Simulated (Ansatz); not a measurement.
**GaC (quartet): RPA-PBE over a scan of the distance C1–Ga2, cc-pVDZ**

Aim: run GaC (quartet) with these functionals over a scan of the distance C1–Ga2, and hold them against the top wave-function level at the same points.

The runs use Ansatz 0.2.0, Gaussian basis; cc-pVDZ, all electrons in the functionals, frozen cores in the correlation of double hybrids and RPA.

To be run: RPA-PBE, at 1.630 Å; 1.834 Å; 2.002 Å; 2.248 Å; 2.490 Å; 2.751 Å; 3.159 Å; 3.660 Å; 4.367 Å; 5.405 Å; 6.847 Å.

21 further runs of the same task are left out: 2 for a known fault of the program, 15 that didn't finish, 4 set aside as unsound or not needed.

**1. What is computed**

The geometry derives from a PBE0/def2-TZVP stationary point (not a proven minimum). One bond is set to the value named and the two fragments are kept rigid. No spin-orbit coupling is included. The filled d shell of Ga may be among the frozen orbitals whatever the setting's name suggests; the logs give the count.

2 atoms, charge 0, spin multiplicity 4.

Atoms are counted from 1 here; the program's logs count them from 0.

Bond lengths: C1–Ga2 2.002 Å.

No dispersion term is added.

The geometry shown and the zero of energy belong to the point 2.002 Å. The yardstick, FCI, and other wave-function levels (R restricted, U unrestricted, valence and pair active spaces) come from earlier runs.

**2. RPA-PBE, 1.630 Å**

in.yaml

```yaml
crystal:
  periodic: [false, false, false]
  atoms:
    - {symbol: C, position_ang: [0.000000, 0.000000, 0.000000]}
    - {symbol: Ga, position_ang: [0.000000, 0.000000, 1.630000]}
basis:
  gaussian: {orbitals: cc-pVDZ}
magnetization: {spin_polarized: true, initial_magnetization: 3}
hamiltonian: {xc: {name: PBE}}
correlation: {method: rpa, electrons: outside_noble_gas}
```

Command:

```sh
$ ansatz run in.yaml --threads 1 --pin off --events-out ev --progress --plain --max-ram 2393MiB
```

After this run come: RPA-PBE, 1.834 Å; RPA-PBE, 2.002 Å; RPA-PBE, 2.248 Å; RPA-PBE, 2.490 Å; RPA-PBE, 2.751 Å; RPA-PBE, 3.159 Å; RPA-PBE, 3.660 Å; RPA-PBE, 4.367 Å; RPA-PBE, 5.405 Å; RPA-PBE, 6.847 Å.

**Question.** What will the summary of the whole plan be? Wanted: span of the FCI curve; largest miss, RPA-PBE.

The runs gave:

```
             quantity                     value
span of the FCI curve             64.7 kcal/mol
largest miss, RPA-PBE  -19.1 kcal/mol (6.847 Å)
```

**Reading.** RPA-PBE strays by up to 19.1 kcal/mol, at 6.847 Å. Functionals and the yardstick converge differently with the basis, so part of each miss in cc-pVDZ is the basis.
